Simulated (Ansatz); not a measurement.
**Si, 2 atoms: a single-point run on CPU cores**

The task is the ground state of Si in a cell of 2 atoms at the typed geometry. How long does it take, and what comes out?

Method: run time, single point, PBE, ultrasoft, in Ansatz 0.2 early development.

### 1 Starting point

Symmetry: Imma, No. 74, orthorhombic system. The conventional cell has a = 3.868 Å, b = 3.868 Å, c = 5.470 Å, α = 90.00°, β = 90.00°, γ = 90.00°. Si (site symmetry mm2) is surrounded by 4 Si at 2.36 to 2.37 Å.

Coordinates:

```
CELL_PARAMETERS angstrom
0.00000 2.73500 2.73500
2.73500 0.00000 2.73500
2.73500 2.73500 0.00000
ATOMIC_POSITIONS crystal
Si 0.00000 0.00000 0.00000
Si 0.25300 0.25100 0.24800
```

### 2 Running it

input.yaml

```yaml
crystal:
  lattice: [[0,2.735,2.735],[2.735,0,2.735],[2.735,2.735,0]]
  atoms:
    - {symbol: Si, position: [0,0,0]}
    - {symbol: Si, position: [0.253,0.251,0.248]}
  supercell: [4,4,4]
kpoints: {mp_grid: {grid: [1,1,1], shift: [0, 0, 0]}}
hamiltonian: {xc: pbe, dispersion: none, pseudopotentials: {kind: uspp}}
scf: {occupations: {method: fixed}}
output: {forces: true, stress: true}
```

Launch:

```
> ansatz run input --backend cpu --threads 8 --events-out ev
```

**Question.** What will these runs give? Wanted: free energy; electrons solved for; SCF passes in all; gap on the k mesh; largest force; pressure.

**Answer**, as computed:

| quantity | value |
| --- | --- |
| time per pass of the first SCF | 5.2 s |
| free energy | -19876.3757 eV (-9938.1878 eV/atom) |
| electrons solved for | 512 |
| SCF passes in all | 7 |
| gap on the k mesh | 0.66 eV |
| largest force | 0.158 eV/Å |
| pressure | 0.57 GPa |
| wall time | 37 s (8 threads of Arm Neoverse V2 (Grace), shared host) |

What this shows: Of the time up to the last event, 99 % went to the first SCF. Force components up to 0.15 eV/Å show that the atoms are not at rest in this geometry. With sampling this coarse (it equals a supercell 3 Å thick at its thinnest) the numbers aren't converged for the crystal.
